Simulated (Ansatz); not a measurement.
Runs of Ansatz 0.2.0 on MoIr4. It takes space group R-3m (No. 166, trigonal). Conventional cell: a = 2.748 Å, b = 2.748 Å, c = 33.918 Å, α = 90.00°, β = 90.00°, γ = 120.00°. Ir (site symmetry 3m) has 9 Ir at 2.75 to 2.79 Å and 3 Mo at 2.75 Å as nearest neighbours. Ir (site symmetry 3m) has 12 Ir at 2.72 to 2.79 Å as nearest neighbours. Mo (site symmetry -3m) has 6 Mo at 2.75 Å and 6 Ir at 2.75 Å as nearest neighbours. The cell comes from a database or a generator and needn't be the stable form of this composition.

| potentials or basis | cutoff (eV) | gap on the mesh (eV) | pressure (GPa) | relaxed volume (Å³/atom) |
| --- | --- | --- | --- | --- |
| Ansatz PAW | 420 | none | 0.0 | 14.26 |
| Ansatz PAW earlier set | 620 | none | 0.0 | 14.27 |
| PseudoDojo stringent (PBEsol files) | 1088 | none | 0.0 | 14.25 |
| JTH PAW | 1800 | none | 0.0 | (a) |
| PseudoDojo standard (PBEsol files) | 1088 | none | 0.0 | 14.25 |

Alike in all rows: task relaxation of cell and atoms; level PBEsol; no spin polarisation; cell relaxed; k mesh 11 × 11 × 11; smearing fermi-dirac 0.05 eV.

**Question.** Estimate the missing entries.

**Answer.** (a) 14.29.

Caveats: the plane-wave basis is chosen anew once the cell has moved, so the energies of steps on either side of that aren't comparable; the PAW data sets come from PBE, with cores solved anew for the run's functional, which leaves a small shift of forces and pressure (some runs).

A k mesh can miss the band edges, and the runs leave out spin-orbit coupling on Ir, Mo.

A gap of «none» marks a metal or a gap under the smearing width.

The runs don't all hold the same shells in valence.
